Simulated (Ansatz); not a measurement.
**C₂H₅BF₂: small, medium and large basis sets**

An exercise on one series of results from a longer session: the logs are not shown, and one member is left open.

Method: one geometry, several basis sets; program: Ansatz 0.2.0, Gaussian basis.

The runs, in order: PBE0-D4/def2-SVP; ωB97M-V/def2-SVP; PBE0-D4/def2-QZVPP; ωB97M-V/def2-QZVPP; the functionals' def2-TZVPP values are taken from earlier runs.

### Structure used throughout

The geometry comes from an earlier relaxation with PBE0-D4 in a triple-zeta def2 set; it is a stationary point, not always the lowest conformer.

SMILES `FCBCF`, 10 atoms, charge 0, spin multiplicity 1.

Atoms are counted from 1 here; the program's logs count them from 0.

Bond lengths: F1–C2 1.386 Å, C2–B3 1.551 Å, C2–H6 1.100 Å, C2–H7 1.100 Å, B3–C4 1.554 Å, B3–H8 1.196 Å, C4–F5 1.391 Å, C4–H9 1.100 Å, C4–H10 1.100 Å. Angles: F1–C2–B3 115.0°, F1–C2–H6 108.5°, F1–C2–H7 108.5°, B3–C2–H6 109.8°, B3–C2–H7 109.8°, H6–C2–H7 104.9°, C2–B3–C4 120.4°, C2–B3–H8 121.8°, C4–B3–H8 117.8°, B3–C4–F5 114.6°, B3–C4–H9 110.1°, B3–C4–H10 110.1°, F5–C4–H9 108.1°, F5–C4–H10 108.1°, H9–C4–H10 105.5°.

The first run:

File in.yaml:

```yaml
crystal:
  periodic: [false, false, false]
  atoms:
    - {symbol: F, position_ang: [0.077454, -2.557772, 0.091747]}
    - {symbol: C, position_ang: [0.257520, -1.268336, -0.382793]}
    - {symbol: B, position_ang: [-0.262774, -0.147130, 0.554208]}
    - {symbol: C, position_ang: [-0.125480, 1.345827, 0.145108]}
    - {symbol: F, position_ang: [0.482681, 1.554886, -1.088556]}
    - {symbol: H, position_ang: [1.328467, -1.117530, -0.584519]}
    - {symbol: H, position_ang: [-0.228795, -1.187774, -1.366314]}
    - {symbol: H, position_ang: [-0.778361, -0.391916, 1.605101]}
    - {symbol: H, position_ang: [-1.115733, 1.823744, 0.123006]}
    - {symbol: H, position_ang: [0.448220, 1.894799, 0.906011]}
basis:
  gaussian: {orbitals: def2-SVP}
hamiltonian: {xc: pbe0, dispersion: d4}
output: {orbitals: {seedname: orbitals}}
```

Among the steps run: PBE0-D4 in def2-SVP; ωB97M-V in def2-SVP; PBE0-D4 in def2-QZVPP; ωB97M-V in def2-QZVPP.

One table of the session follows, with a row left open; its other results are not shown here.

It belongs to the step «Density functionals: the series». 

```
functional       basis  HOMO (eV)
   PBE0-D4    def2-SVP      -8.71
   PBE0-D4  def2-TZVPP      -8.88
   PBE0-D4  def2-QZVPP      -8.92
   ωB97M-V    def2-SVP     -11.10
   ωB97M-V  def2-TZVPP          ?
   ωB97M-V  def2-QZVPP     -11.32
```

Estimate the missing values for ωB97M-V, def2-TZVPP.

**Answer.** HOMO (eV): -11.28. In the column «HOMO (eV)» it lies between ωB97M-V, def2-QZVPP (-11.32) and ωB97M-V, def2-SVP (-11.10).
